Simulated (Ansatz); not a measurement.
# CeO2, 3 atoms: time against threads and cards

Wanted: the time that a single point at r2SCAN takes for CeO2, and how the time changes with the share of the machine.

Program: Ansatz 0.2.0 (single point, r2SCAN, plane waves PAW). Host: AMD EPYC 7R13 (Zen 3), 96 cores, 96 hardware threads, 1656 GiB, 8 × H100 80GB HBM3, 81559 MiB; it was booked for these runs alone, one at a time. Each run is timed once from launch to exit, start-up included.

### Step 1. The system

The cell holds 3 atoms in 41 Å³, with the atoms displaced at random so that no symmetry is left.

### Step 2. First run

Input file input.yaml:

```yaml
crystal:
  lattice:
    - [0.000000, 2.733725, 2.733725]
    - [2.733725, 0.000000, 2.733725]
    - [2.733725, 2.733725, 0.000000]
  atoms:
    - { symbol: Ce, position: [0.000491, 0.004108, -0.003204] }
    - { symbol: O, position: [0.245196, 0.247756, 0.259126] }
    - { symbol: O, position: [0.763049, 0.752327, 0.739225] }
kpoints:
  mp_grid: { grid: [16, 16, 16] }
hamiltonian:
  xc: r2scan
scf:
  occupations: { method: fixed }
```

Started as:

```sh
ansatz run input.yaml --backend cuda --events-out ev --progress --plain --runs-dir out
```

### Step 3. On 1 GPU, 48 threads

input.yaml is that of step 2.

(Steps that only read results are left out.)

Q: Predict the timings and the best choice. Wanted: reference; fastest over GPUs; speed-up from 1 to 4 GPUs.

**Answer**, as computed:

```
                 quantity                       value
                reference  10 s on 4 GPUs, 48 threads
        fastest over GPUs                   10 s on 4
speed-up from 1 to 4 GPUs        2.1 (53 % efficient)
```

**Reading.** Going from 1 to 4 GPUs cuts the time by a factor of 2.1, 53 % of the ideal. In the reference run the eigensolver takes 43 % of the time. The figures hold for this build, input and host.
